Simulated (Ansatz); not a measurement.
# PbO2: structure and electronic properties

Aim: for PbO2, find the equilibrium cell, compute bands, density of states and charges and compare with the cell as listed.

Method: DFT r2SCAN, scalar-relativistic, plane waves, PAW, in Ansatz 0.2.0.

## (1) The system as given

The structure is cubic, space group Fm-3m (No. 225). The conventional cell has a = 5.140 Å, b = 5.140 Å, c = 5.140 Å, α = 90.00°, β = 90.00°, γ = 90.00°. Pb (site symmetry m-3m) has 8 O at 2.23 Å in its first shell of neighbours. O (site symmetry -43m) has 4 Pb at 2.23 Å in its first shell of neighbours.

Coordinates:

```xyz
3
Lattice="0.0000 2.5700 2.5700 2.5700 0.0000 2.5700 2.5700 2.5700 0.0000" Properties=species:S:1:pos:R:3 pbc="T T T"
Pb    0.0000    0.0000    0.0000
O     1.2850    1.2850    1.2850
O     3.8550    3.8550    3.8550
```

The structure comes from the Crystallography Open Database.

(A quick probe on a coarse mesh, which set the mesh and smearing, is not shown.)

## (3) A loose first relaxation

File input.yaml:

```yaml
crystal:
  lattice:
    - [0.0, 2.57, 2.57]
    - [2.57, 0.0, 2.57]
    - [2.57, 2.57, 0.0]
  atoms:
    - { symbol: Pb, position: [0.0, 0.0, 0.0] }
    - { symbol: O, position: [0.25, 0.25, 0.25] }
    - { symbol: O, position: [0.75, 0.75, 0.75] }
basis:
  ecutwfc: 500
kpoints:
  mp_grid: { grid: [6, 6, 6] }
hamiltonian:
  xc: r2scan
scf:
  occupations: { method: gaussian, width: 0.1 }
output:
  forces: true
  stress: true
  eigenvalues: true
relax:
  adjacent_minimum: "off"
  f_tol: 0.05
  max_steps: 80
  cell: { stress_tol: 0.5 }
```

The run is started by

```sh
$ ansatz run input.yaml --threads 1 --pin off --max-ram 2560MiB --backend cpu --events-out ev --progress --plain --runs-dir out
```

Further runs follow: relaxing cell and atoms; electronic structure at the relaxed geometry; back to the database's cell.

What does the calculation give? Wanted: relaxed cell; volume; formation energy; gap; states at the Fermi level; Bader charges; listed cell.

The runs gave:

```
                                                               quantity                                                                      value
                                            relaxed cell (conventional)  a = 5.318 Å, b = 5.318 Å, c = 5.318 Å, α = 90.00°, β = 90.00°, γ = 90.00°
                                                   space group (0.01 Å)                                                            Fm-3m (No. 225)
                                                                 volume                                                              12.53 Å³/atom
formation energy (elements from runs with the same settings, not shown)                                                              -0.84 eV/atom
                                                                    gap                                                               none (metal)
                                              states at the Fermi level                                                       0.06 per eV per cell
                                                          Bader charges                                                        Pb +2.16, O -1.08 e
                                                            listed cell           73.6 meV/atom above the relaxed cell, 21.5 GPa, gap none (metal)
```

What this shows: The cell grew by 10.7 % in volume on relaxing. A change this large, from a start under high stress, points beyond the functional: the entry may be disordered, lack atoms or hold sites in another order than in this ordered cell, or the electronic state differs. There is no gap at this level. Of the projected weight within 0.25 eV of the Fermi level, the largest part is O 2p (96 %). Bader charges go up to 2.2 e. The listed cell costs 73.6 meV/atom and carries a pressure of 21.5 GPa at this level. These runs have no spin-orbit coupling; with Pb it would split and shift bands.
